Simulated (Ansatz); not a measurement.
**FH5O3Si: a nudged elastic band, and a look at its input**

A nudged elastic band is wanted. The input is run as typed. The step meant is a four-centre ligand exchange at charge 0 and multiplicity 1, which changes Si1–H7, F2–H6, Si1–F2, H6–H7.

Program: Ansatz 0.2.0, Gaussian basis. Level of theory: PBE0-D4/def2-SVP. These are calculated values, not measurements.

1 further run of the same task is left out (it didn't finish).

## 1. The structure

```csv
atom,x (Å),y (Å),z (Å)
Si1,-0.3042,0.5052,0.3739
F2,1.2088,0.8049,-0.0363
O3,-0.4569,-1.0856,0.6293
O4,-1.2807,0.9783,-0.8265
O5,-0.6692,1.3285,1.7196
H6,1.3966,-2.2593,-1.8087
H7,1.6992,-1.6452,-1.5086
H8,-0.0879,-1.6793,-0.0266
H9,-1.3310,1.9119,-1.0339
H10,-0.1748,1.1405,2.5180
```

## 2. The run

The input, run/in.yaml:

```yaml
crystal:
  periodic: [false, false, false]
  atoms:
    - {symbol: Si, position_ang: [-0.304207, 0.505220, 0.373945]}
    - {symbol: F, position_ang: [1.208836, 0.804902, -0.036278]}
    - {symbol: O, position_ang: [-0.456887, -1.085607, 0.629277]}
    - {symbol: O, position_ang: [-1.280724, 0.978253, -0.826545]}
    - {symbol: O, position_ang: [-0.669248, 1.328546, 1.719567]}
    - {symbol: H, position_ang: [1.396643, -2.259337, -1.808740]}
    - {symbol: H, position_ang: [1.699220, -1.645249, -1.508646]}
    - {symbol: H, position_ang: [-0.087867, -1.679283, -0.026582]}
    - {symbol: H, position_ang: [-1.331042, 1.911881, -1.033872]}
    - {symbol: H, position_ang: [-0.174824, 1.140473, 2.517974]}
basis:
  gaussian: {orbitals: def2-SVP}
hamiltonian: {xc: pbe0, dispersion: d4}
neb:
  images: 5
  climbing: true
  max_iterations: 30
  initial_path: idpp
  final_atoms:
    - {symbol: Si, position_ang: [-0.456211, -0.114812, -0.263628]}
    - {symbol: F, position_ang: [2.704680, 0.242052, 0.542551]}
    - {symbol: O, position_ang: [-0.668088, -1.648498, 0.231414]}
    - {symbol: O, position_ang: [-1.807804, 0.405288, -1.010022]}
    - {symbol: O, position_ang: [-0.123587, 0.972780, 0.905593]}
    - {symbol: H, position_ang: [2.324121, -0.066004, -0.245521]}
    - {symbol: H, position_ang: [0.704024, -0.226306, -1.192389]}
    - {symbol: H, position_ang: [-1.458693, -1.863532, 0.729339]}
    - {symbol: H, position_ang: [-1.986473, 1.346048, -0.963914]}
```

Run with:

```bash
ansatz run in.yaml --threads 4 --pin off --events-out ev --progress --plain --max-ram 9574MiB
```

Log:

```text
Error: invalid value for `neb.final_atoms`: lists 9 atoms but crystal.atoms has 10 — the final endpoint must contain the same atoms in the same order
```

It took 0.05 s on 4 threads of Arm Neoverse V2, shared host.

## 3. Outcome

| quantity | value |
| --- | --- |
| outcome | refused |
| fault | end lacks an atom |
| steps taken | 0 |

In words: The program refused the input before any work. The final structure lists one atom fewer than the first. The cure: list every atom in final_atoms.
